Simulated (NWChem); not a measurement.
**One shape, several levels: doublet SnSe+**

Aim: a comparison of 6 runs (UHF/STO-3G, UHF/3-21G, UB3LYP/def2-TZVP, UM06-2X/def2-TZVP, UPBE0/def2-TZVP, UMP2/def2-TZVP) of doublet SnSe+. 

The results are computed with NWChem 7.3.0.

20 further runs of the same task are left out: 1 that didn't finish, 19 set aside as unsound or not needed. Runs told in other sessions of the task aren't counted.

### Step 1. The structure to begin with

SnSe+: 2 atoms, total charge +1, spin state doublet. SMILES of the parent species: `[Se][Sn]`. The coordinates come from a PBE0-D4/def2-TZVP relaxation. That shape belongs to the parent species and isn't relaxed for this state.

Bond lengths: Se1–Sn2 2.325 Å.

### Step 2. A single-point energy at UHF/STO-3G (run 1)

job.nw reads:

```
start job
title "SeSn energy"
memory stack 880 mb heap 220 mb global 1100 mb
charge 1

geometry units angstrom noautosym nocenter noautoz
  Se       0.000000       0.000000       0.006530
  Sn       0.000000       0.000000       2.331810
end

basis "ao basis" spherical bse
  * library STO-3G
end

scf
  doublet
  uhf
  thresh 1e-08
  maxiter 80
end

task scf
```

The run is started by

```sh
$ nwchem job.nw > job.out
```

The program printed:

```text
[...]
  functions       =    45
[...]
  wavefunction    = UHF
[...]
         Total SCF energy =  -8336.674347725502
      One electron energy = -12323.022032897181
      Two electron energy =   3599.468976672279
 Nuclear repulsion energy =    386.878708499401
                       Sz =      0.5000
                 Sz(Sz+1) =      0.7500
                      S^2 =      1.6396
[...]
```

Run time: 14 s. Hardware: 1 thread of Intel Xeon Platinum 8559C (Emerald Rapids), shared host; peak memory 0.11 GiB.

### Step 3. A single-point energy at UHF/3-21G (run 2)

sesn.xyz reads:

```xyz
2

Se     0.000000     0.000000     0.006530
Sn     0.000000     0.000000     2.331810
```

run.py reads:

```python
from ase.io import read
from ase.calculators.nwchem import NWChem

mol = read('sesn.xyz')

calc = NWChem(
    label='sesn',
    theory='scf',
    memory='2200 mb',
    basis='3-21G',
    basispar='spherical bse',
    charge=1,
    scf={'nopen': '1', 'uhf': None, 'thresh': '1e-08', 'maxiter': '80'},
    task='energy',
)
mol.calc = calc

e = mol.get_potential_energy()
print(f"E = {e:.6f} eV")
```

The run is started by

```sh
$ export ASE_NWCHEM_COMMAND="nwchem PREFIX.nwi > PREFIX.nwo"
$ python run.py
```

The program printed:

```text
E = -228153.601440 eV
```

The calculator wrote sesn.nwi:

```
title "sesn"

permanent_dir sesn

scratch_dir sesn

start sesn

geometry units angstrom nocenter noautosym noautoz
  Se 0.0000000000000000e+00 0.0000000000000000e+00 6.5300000000000002e-03
  Sn 0.0000000000000000e+00 0.0000000000000000e+00 2.3318099999999999e+00
end

charge 1

memory 2200 mb

basis spherical bse noprint
   * library 3-21G
end

scf
  nopen 1
  uhf
  thresh 1e-08
  maxiter 80
end

task scf energy
```

sesn.nwo:

```text
Northwest Computational Chemistry Package (NWChem) 7.3.0
             --------------------------------------------------------

           Job information
           ---------------

    nwchem branch   = 7.3.0
    use scalapack   = T
    input           = sesn.nwi
    prefix          = sesn.
    data base       = sesn/sesn.db
    status          = startup
    nproc           =        1

           Memory information
           ------------------

    heap     =     72089600 doubles =      550.0 Mbytes
    stack    =     72089597 doubles =      550.0 Mbytes
    global   =    144179200 doubles =     1100.0 Mbytes (distinct from heap & stack)
    total    =    288358397 doubles =     2200.0 Mbytes
    verify   = yes
    hardfail = no

[... 33 lines left out ...]
            Nuclear Dipole moment (a.u.)
[... 59 lines left out ...]
 1-e energy   =  -12231.076167
[... 7 lines left out ...]
         Quadratically convergent UHF
[... 16 lines left out ...]
       Final UHF  results
[... 3 lines left out ...]
      One electron energy = -12355.862391601499
[... 1 line left out ...]
 Nuclear repulsion energy =    386.878708499400
[... 64 lines left out ...]
          Final beta eigenvalues
[... 213 lines left out ...]
                     UHF Final Beta Molecular Orbital Analysis
[... 192 lines left out ...]
   Mulliken analysis of the spin density
   -------------------------------------

    Atom       Charge   Shell Charges
 -----------   ------   -------------------------------------------------------
    1 Se  34     0.74  -0.00 -0.00  0.00 -0.00  0.01  0.01  0.40 -0.01  0.33 -0.00
    2 Sn  50     0.26  -0.00 -0.00  0.00  0.00  0.00 -0.00  0.00  0.01  0.26 -0.00 -0.01  0.00 -0.00

       Multipole analysis of the density wrt the origin
       ------------------------------------------------

     L   x y z        total         alpha         beta         nuclear
     -   - - -        -----         -----         ----         -------
     0   0 0 0      1.000000    -42.000000    -41.000000     84.000000

     1   1 0 0     -0.000000     -0.000000      0.000000      0.000000
[... 8 lines of this table left out ...]
     2   0 0 2     -7.232387   -498.086236   -480.005490    970.859339

 Task  times  cpu:        9.7s     wall:        9.7s
 Total times  cpu:        9.8s     wall:        9.8s
```

Run time: 11 s. Hardware: 1 thread of Intel Xeon Platinum 8559C (Emerald Rapids), shared host; peak memory 0.11 GiB.

Run 3 isn't shown in full; the table further down has it.

### Step 4. A single-point energy at UM06-2X/def2-TZVP (core potential) (run 4)

run.py reads:

```python
from ase import Atoms
from ase.calculators.nwchem import NWChem

atoms = Atoms('SeSn', positions=[
    [0.000000, -0.000000, 0.006530],
    [-0.000000, 0.000000, 2.331810],
])

calc = NWChem(
    label='calc',
    theory='dft',
    memory='2200 mb',
    basis='def2-TZVP',
    basispar='spherical bse',
    charge=1,
    dft={'xc': 'm06-2x', 'mult': '2', 'grid': 'fine', 'convergence': 'energy 1e-08', 'iterations': '100', 'mulliken': None},
    task='energy',
    **{'ecp bse': {'Sn library': 'def2-TZVP'}},
)
atoms.calc = calc

e = atoms.get_potential_energy()
print(f"E = {e:.6f} eV")
```

The run is started by

```sh
$ export ASE_NWCHEM_COMMAND="nwchem PREFIX.nwi > PREFIX.nwo"
$ python run.py
```

The program printed:

```text
E = -71172.115514 eV
```

The calculator wrote calc.nwi:

```
title "calc"

permanent_dir calc

scratch_dir calc

start calc

geometry units angstrom nocenter noautosym noautoz
  Se 0.0000000000000000e+00 -0.0000000000000000e+00 6.5300000000000002e-03
  Sn -0.0000000000000000e+00 0.0000000000000000e+00 2.3318099999999999e+00
end

charge 1

memory 2200 mb

basis spherical bse noprint
   * library def2-TZVP
end

dft
  xc m06-2x
  mult 2
  grid fine
  convergence energy 1e-08
  iterations 100
  mulliken
end
ecp bse
  Sn library def2-TZVP
end

task dft energy
```

calc.nwo:

```text
Northwest Computational Chemistry Package (NWChem) 7.3.0
             --------------------------------------------------------

           Job information
           ---------------

    nwchem branch   = 7.3.0
    use scalapack   = T
    input           = calc.nwi
    prefix          = calc.
    data base       = calc/calc.db
    status          = startup
    nproc           =        1

           Memory information
           ------------------

    heap     =     72089600 doubles =      550.0 Mbytes
    stack    =     72089597 doubles =      550.0 Mbytes
    global   =    144179200 doubles =     1100.0 Mbytes (distinct from heap & stack)
    total    =    288358397 doubles =     2200.0 Mbytes
    verify   = yes
    hardfail = no

[... 76 lines left out ...]
  convergence criterion.
[... 17 lines left out ...]
          Convergence on gradient requested:  5.00D-04
[... 23 lines left out ...]
          Convergence aids based upon iterative change in
[... 30 lines left out ...]
 1-e energy   =   -3986.693315
[... 47 lines left out ...]
         Total DFT energy =    -2615.527024251721
[... 2 lines left out ...]
    Exchange-Corr. energy =     -104.990115799126
[... 719 lines left out ...]
                     DFT Final Beta Molecular Orbital Analysis
[... 798 lines left out ...]
 center of mass
 --------------
 x =   0.00000000 y =   0.00000000 z =   2.64457746

 moments of inertia (a.u.)
 ------------------
         912.802651108920           0.000000000000           0.000000000000
           0.000000000000         912.802651108920           0.000000000000
           0.000000000000           0.000000000000           0.000000000000

     Multipole analysis of the density
     ---------------------------------

     L   x y z        total         alpha         beta         nuclear
     -   - - -        -----         -----         ----         -------
     0   0 0 0      1.000000    -28.000000    -27.000000     56.000000

     1   1 0 0      0.000000     -0.000000      0.000000      0.000000
[... 8 lines of this table left out ...]
     2   0 0 2     -4.588812   -225.045183   -206.724638    427.181009

 Task  times  cpu:       55.8s     wall:       55.8s
 Total times  cpu:       55.8s     wall:       55.8s
```

It took 57 s on 1 thread of Intel Xeon Platinum 8559C (Emerald Rapids), shared host; peak memory 0.13 GiB.

Run 5 isn't shown in full; the table further down has it.

### Step 5. A single-point energy at UMP2/def2-TZVP (core potential) (run 6)

work.nw reads:

```
start work
title "SeSn mp2"
memory stack 880 mb heap 220 mb global 1100 mb
charge 1

geometry units angstrom noautosym nocenter noautoz
  Se     0.000000     0.000000     0.006530
  Sn     0.000000     0.000000     2.331810
end

basis spherical bse
  * library def2-TZVP
end

ecp bse
  Sn library def2-TZVP
end

scf
  nopen 1
  uhf
  thresh 1e-08
  maxiter 80
end

mp2
  freeze core 13
  tight
end

task mp2
```

The run is started by

```sh
$ nwchem work.nw > work.out
```

The program printed:

```text
[...]
  functions       =    98
[...]
  wavefunction    = UHF
[...]
         Total SCF energy =  -2612.940080106493
      One electron energy =  -4046.826724370461
      Two electron energy =   1263.660012524231
 Nuclear repulsion energy =    170.226631739736
                       Sz =      0.5000
                 Sz(Sz+1) =      0.7500
                      S^2 =      0.8000
[...]
          Total MP2 energy         -2613.468491264062
[...]
```

Wall time 2.6 min (1 thread of Intel Xeon Platinum 8559C (Emerald Rapids), shared host); peak memory 0.3 GiB.

### Step 6. The series

| run | level | iteration cap | module | energy (Eh) | HOMO energy (eV) | LUMO energy (eV) | ⟨S²⟩ | wall time |
| --- | --- | --- | --- | --- | --- | --- | --- | --- |
| 1 | UHF/STO-3G | 80 | scf | -8336.674348 | -12.56 | -4.41 | 1.640 | 14 s |
| 2 | UHF/3-21G | 80 | scf | -8384.490273 | -14.96 | -7.78 | 0.797 | 11 s |
| 3 | UB3LYP/def2-TZVP (core potential) | 100 | dft | -2615.676673 | – | – | 0.755 | 50 s |
| 4 | UM06-2X/def2-TZVP (core potential) | 100 | dft | -2615.527024 | -14.04 | -10.51 | 0.768 | 57 s |
| 5 | UPBE0/def2-TZVP (core potential) | 100 | dft | -2615.288195 | -13.23 | -11.50 | 0.758 | 57 s |
| 6 | UMP2/def2-TZVP (core potential) | 80 | mp2 | -2613.468491 | -15.18 | -7.71 | 0.800 | 2.6 min |

### Step 7. Summary of results

| quantity | value |
| --- | --- |
| run 6: total energy | -2613.46849 Eh |
| run 6: HOMO energy (Hartree–Fock orbitals) (highest over α and β) | -15.18 eV |
| run 6: LUMO energy (Hartree–Fock orbitals) (lowest over α and β) | -7.71 eV |
| run 6: correlation energy (13 core orbitals frozen) | -528.4 mEh |
| run 6: ⟨S²⟩ of the reference determinant | 0.800 |

Totals of different functionals can't be ranked against each other. Some runs of one species differ in core potentials or relativity; totals across that change don't compare. In run 1 the basis is minimal, so the values are rough. In runs 1, 2 relativity is left out where basis or elements ask for it. Spin contamination of the reference: run 1 ⟨S²⟩ = 1.64. Where it is this large, the reference is a mixture of spin states, and values that rest on it are in doubt. All runs together took 5.7 min, the longest 2.6 min.
